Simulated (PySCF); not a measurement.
# Pb(CH3)(OH): forces at shaken geometries

How stiff is Pb(CH3)(OH)? Its atoms are displaced at random by several amounts. The structure is generated, not taken from experiment.

Computed with PySCF 2.14.0. Level: PBE0, Pb def2-SVP with ECP60, C def2-SVP, H def2-SVP, O def2-SVP; scalar-relativistic core potentials, no spin–orbit coupling.

3 further runs of the same task are left out: 2 for a known fault of the program, 1 that didn't finish.

## Step 1: The system as given

7 atoms, charge 0, spin multiplicity 1.

Bond lengths: Pb1–C2 2.288 Å, Pb1–O6 2.118 Å, C2–H3 1.102 Å, C2–H4 1.102 Å, C2–H5 1.100 Å, O6–H7 0.965 Å. Angles: C2–Pb1–O6 89.9°, Pb1–C2–H3 111.0°, Pb1–C2–H4 110.7°, Pb1–C2–H5 107.2°, H3–C2–H4 108.2°, H3–C2–H5 110.0°, H4–C2–H5 109.8°, Pb1–O6–H7 111.2°.

Coordinates:

```xyz
7

Pb   -0.03336    0.47060   -0.11950
C     1.81053    0.05984    1.17074
H     2.51252   -0.61459    0.65333
H     2.34147    0.99761    1.40300
H     1.45754   -0.40771    2.10136
O    -1.27566   -0.25704    1.43387
H    -2.20672   -0.21754    1.18353
```

Formal oxidation states: Pb +2. An earlier session relaxed this geometry at PBE0, Pb def2-SVP with ECP60, C def2-SVP, H def2-SVP, O def2-SVP (singlet, point group C1).

Its energy there is -308.379746 Eh.

## Step 2: Atoms moved at random, σ = 0.15 Å

The input, run.py (the lines that set the calculation):

```python
mol = gto.M(atom='''
Pb    -0.01976     0.43860     0.04519
C      2.03475     0.12829     0.92046
H      2.54936    -0.71596     0.79566
H      2.29362     0.85412     1.33502
H      1.35663    -0.30339     1.96683
O     -1.37897    -0.06519     1.50748
H     -2.22932    -0.30531     1.25567''',
    basis={'Pb': 'def2-SVP', 'C': 'def2-SVP', 'H': 'def2-SVP', 'O': 'def2-SVP'},
    ecp={'Pb': 'def2-SVP'},
    charge=0, spin=0)
mf = dft.RKS(mol, xc='PBE0')
mf.grids.atom_grid = (50, 194)
mf = mf.density_fit()  # fitting sets: Pb def2-universal-JKFIT, C def2-universal-JKFIT, H def2-universal-JKFIT, O def2-universal-JKFIT
mf.conv_tol = 1e-08; mf.max_cycle = 55
mf.kernel(dm0)  # dm0: the density of the relaxed state
```

The run is started by

```
> OMP_NUM_THREADS=2 python run.py
```

Standard output:

```text
init E= -308.26685234007
  HOMO = -0.263405775750822  LUMO = -0.114015863675732  gap/eV = 4.06511
cycle= 1 E= -308.255010142513  delta_E= 0.0118  |g|= 0.201  |ddm|= 0.777
  HOMO = -0.1892979653692  LUMO = -0.0722000449524707  gap/eV = 3.18640
cycle= 2 E= -308.247047005614  delta_E= 0.00796  |g|= 0.274  |ddm|= 0.558
  HOMO = -0.213001561850522  LUMO = -0.0743053242066338  gap/eV = 3.77412
cycle= 3 E= -308.26706938034  delta_E= -0.02  |g|= 0.048  |ddm|= 0.313
  HOMO = -0.213561368704845  LUMO = -0.0754522260299666  gap/eV = 3.75814
cycle= 4 E= -308.267568118512  delta_E= -0.000499  |g|= 0.0167  |ddm|= 0.0535
  HOMO = -0.213481430562457  LUMO = -0.0758088680012463  gap/eV = 3.74626
cycle= 5 E= -308.267624638663  delta_E= -5.65e-05  |g|= 0.00656  |ddm|= 0.0213
  HOMO = -0.213702202220261  LUMO = -0.075745975610694  gap/eV = 3.75398
cycle= 6 E= -308.267636549335  delta_E= -1.19e-05  |g|= 0.000624  |ddm|= 0.00769
  HOMO = -0.213722265733619  LUMO = -0.0757611406635554  gap/eV = 3.75411
cycle= 7 E= -308.267636666581  delta_E= -1.17e-07  |g|= 7.27e-05  |ddm|= 0.00106
  HOMO = -0.213713322975668  LUMO = -0.0757511808384912  gap/eV = 3.75414
cycle= 8 E= -308.267636668785  delta_E= -2.2e-09  |g|= 2.04e-05  |ddm|= 0.000185
  HOMO = -0.213715436116239  LUMO = -0.0757546620346972  gap/eV = 3.75410
Extra cycle  E= -308.267636668857  delta_E= -7.22e-11  |g|= 2.1e-05  |ddm|= 7.3e-05
converged SCF energy = -308.267636668857
```

Run time: 2.1 s. Hardware: 2 threads of Arm Neoverse V1, shared host.

Result: E = -308.267637 Eh (+3.051 eV from the relaxed state), HOMO -5.82 eV, LUMO -2.06 eV, Mulliken charge on Pb1 +0.59 e, largest force component 12.540 eV/Å. 

```
atom       Fx       Fy  Fz (eV/Å)
 Pb1   -0.135    0.704     -2.622
  C2  -10.219  -10.315     -1.674
  H3    3.016   -3.317     -1.096
  H4    5.730   12.540      6.407
  H5    1.747    0.827     -2.277
  O6    2.418    0.053      2.182
  H7   -2.557   -0.491     -0.920
```

## Step 3: Atoms moved at random, σ = 0.03 Å

The input, run.py (the lines that set the calculation):

```python
mol = gto.M(atom='''
Pb    -0.05372     0.53980    -0.10695
C      1.83181     0.05371     1.13738
H      2.57027    -0.60103     0.60488
H      2.34387     0.97765     1.42572
H      1.39103    -0.41059     2.12774
O     -1.32772    -0.26694     1.41344
H     -2.14923    -0.26144     1.22413''',
    basis={'Pb': 'def2-SVP', 'C': 'def2-SVP', 'H': 'def2-SVP', 'O': 'def2-SVP'},
    ecp={'Pb': 'def2-SVP'},
    charge=0, spin=0)
mf = dft.RKS(mol, xc='PBE0')
mf.grids.atom_grid = (50, 194)
mf = mf.density_fit()  # fitting sets: Pb def2-universal-JKFIT, C def2-universal-JKFIT, H def2-universal-JKFIT, O def2-universal-JKFIT
mf.conv_tol = 1e-08; mf.max_cycle = 55
mf.kernel(dm0)  # dm0: the density of the relaxed state
```

The run is started by

```
> OMP_NUM_THREADS=2 python run.py
```

Standard output:

```text
init E= -308.375357155707
  HOMO = -0.230493677524958  LUMO = -0.0758480650807023  gap/eV = 4.20812
cycle= 1 E= -308.353245150498  delta_E= 0.0221  |g|= 0.0871  |ddm|= 0.256
  HOMO = -0.220988115661175  LUMO = -0.0776358696962305  gap/eV = 3.90081
cycle= 2 E= -308.351113310741  delta_E= 0.00213  |g|= 0.13  |ddm|= 0.232
  HOMO = -0.22733894929722  LUMO = -0.0770451844931692  gap/eV = 4.08970
cycle= 3 E= -308.355316735678  delta_E= -0.0042  |g|= 0.0283  |ddm|= 0.135
  HOMO = -0.22816063282227  LUMO = -0.0770470776405361  gap/eV = 4.11201
cycle= 4 E= -308.355452520137  delta_E= -0.000136  |g|= 0.0103  |ddm|= 0.0283
  HOMO = -0.227512868527551  LUMO = -0.0770019722462401  gap/eV = 4.09561
cycle= 5 E= -308.355478732696  delta_E= -2.62e-05  |g|= 0.00109  |ddm|= 0.00957
  HOMO = -0.227535321048805  LUMO = -0.0769242785466311  gap/eV = 4.09834
cycle= 6 E= -308.355479148046  delta_E= -4.15e-07  |g|= 0.000262  |ddm|= 0.00184
  HOMO = -0.227550501709459  LUMO = -0.0769463327064237  gap/eV = 4.09815
cycle= 7 E= -308.355479177248  delta_E= -2.92e-08  |g|= 4.9e-05  |ddm|= 0.000572
  HOMO = -0.227546263968158  LUMO = -0.0769430460507188  gap/eV = 4.09812
cycle= 8 E= -308.355479178916  delta_E= -1.67e-09  |g|= 1.35e-05  |ddm|= 0.000144
  HOMO = -0.227547263167754  LUMO = -0.0769443016571323  gap/eV = 4.09812
Extra cycle  E= -308.355479178902  delta_E= 1.44e-11  |g|= 2.43e-05  |ddm|= 4.84e-05
converged SCF energy = -308.355479178902
```

Wall time 2 s (2 threads of Arm Neoverse V1, shared host).

It gives: E = -308.355479 Eh (+0.660 eV from the relaxed state), HOMO -6.19 eV, LUMO -2.09 eV, Mulliken charge on Pb1 +0.59 e, largest force component 10.071 eV/Å. 

```
atom      Fx      Fy  Fz (eV/Å)
 Pb1  -0.133  -0.189      0.269
  C2  -0.846  -0.979      1.453
  H3  -0.554   0.199      0.454
  H4   0.139   0.280     -0.025
  H5   0.992   0.528     -1.871
  O6  10.071   0.020      2.025
  H7  -9.669   0.141     -2.305
```

## Step 4: Atoms moved at random, σ = 0.03 Å

The input, run.py (the lines that set the calculation):

```python
mol = gto.M(atom='''
Pb    -0.02852     0.46725    -0.17209
C      1.81174     0.03275     1.21660
H      2.48761    -0.68760     0.63743
H      2.32128     1.03366     1.41107
H      1.49198    -0.39952     2.08153
O     -1.24528    -0.23752     1.43607
H     -2.23251    -0.17787     1.21572''',
    basis={'Pb': 'def2-SVP', 'C': 'def2-SVP', 'H': 'def2-SVP', 'O': 'def2-SVP'},
    ecp={'Pb': 'def2-SVP'},
    charge=0, spin=0)
mf = dft.RKS(mol, xc='PBE0')
mf.grids.atom_grid = (50, 194)
mf = mf.density_fit()  # fitting sets: Pb def2-universal-JKFIT, C def2-universal-JKFIT, H def2-universal-JKFIT, O def2-universal-JKFIT
mf.conv_tol = 1e-08; mf.max_cycle = 55
mf.kernel(dm0)  # dm0: the density of the relaxed state
```

The run is started by

```
> OMP_NUM_THREADS=2 python run.py
```

Standard output:

```text
init E= -308.336050971232
  HOMO = -0.23525449857712  LUMO = -0.0849516025529624  gap/eV = 4.08995
cycle= 1 E= -308.368566693002  delta_E= -0.0325  |g|= 0.0467  |ddm|= 0.162
  HOMO = -0.223745032197982  LUMO = -0.0750154873413322  gap/eV = 4.04714
cycle= 2 E= -308.36788538733  delta_E= 0.000681  |g|= 0.076  |ddm|= 0.11
  HOMO = -0.225414994658948  LUMO = -0.0754819750688611  gap/eV = 4.07989
cycle= 3 E= -308.369090223317  delta_E= -0.0012  |g|= 0.0196  |ddm|= 0.0716
  HOMO = -0.225759345639268  LUMO = -0.0756124198094845  gap/eV = 4.08571
cycle= 4 E= -308.369172956125  delta_E= -8.27e-05  |g|= 0.00279  |ddm|= 0.0173
  HOMO = -0.225529872474389  LUMO = -0.0756948423114316  gap/eV = 4.07722
cycle= 5 E= -308.369174745776  delta_E= -1.79e-06  |g|= 0.00115  |ddm|= 0.00376
  HOMO = -0.225658866118557  LUMO = -0.075707757925624  gap/eV = 4.08038
cycle= 6 E= -308.369175158446  delta_E= -4.13e-07  |g|= 0.000141  |ddm|= 0.00145
  HOMO = -0.225651863520156  LUMO = -0.0757071419194766  gap/eV = 4.08020
cycle= 7 E= -308.369175166138  delta_E= -7.69e-09  |g|= 2.4e-05  |ddm|= 0.000272
  HOMO = -0.225652538628587  LUMO = -0.0757085501895141  gap/eV = 4.08018
Extra cycle  E= -308.369175166315  delta_E= -1.77e-10  |g|= 1.76e-05  |ddm|= 6.85e-05
converged SCF energy = -308.369175166315
```

Wall time 1.9 s (2 threads of Arm Neoverse V1, shared host).

Read off: E = -308.369175 Eh (+0.288 eV from the relaxed state), HOMO -6.14 eV, LUMO -2.06 eV, Mulliken charge on Pb1 +0.57 e, largest force component 3.962 eV/Å. 

```
atom      Fx      Fy  Fz (eV/Å)
 Pb1   0.177  -0.275      0.766
  C2   1.787   1.752     -3.962
  H3  -0.514   0.995      0.752
  H4  -0.281  -1.183     -0.212
  H5  -1.210  -1.407      2.945
  O6  -2.027   0.252     -0.721
  H7   2.069  -0.134      0.433
```

## Step 5: Results

| σ (Å) | energy rise (eV) | harmonic estimate −½ F·u (eV) | largest force component (eV/Å) |
| --- | --- | --- | --- |
| 0.15 | 3.051 | 2.540 | 12.54 |
| 0.03 | 0.660 | 0.731 | 10.07 |
| 0.03 | 0.288 | 0.295 | 3.96 |

Every displacement raises the energy. For a harmonic well the rise equals −½ F·u; the two differ by at most 17 % here (a move with σ = 0.15 Å), from anharmonicity, the grid and the small forces left at the relaxed point. These are double-zeta-type bases without diffuse functions. Spin–orbit coupling is left out.
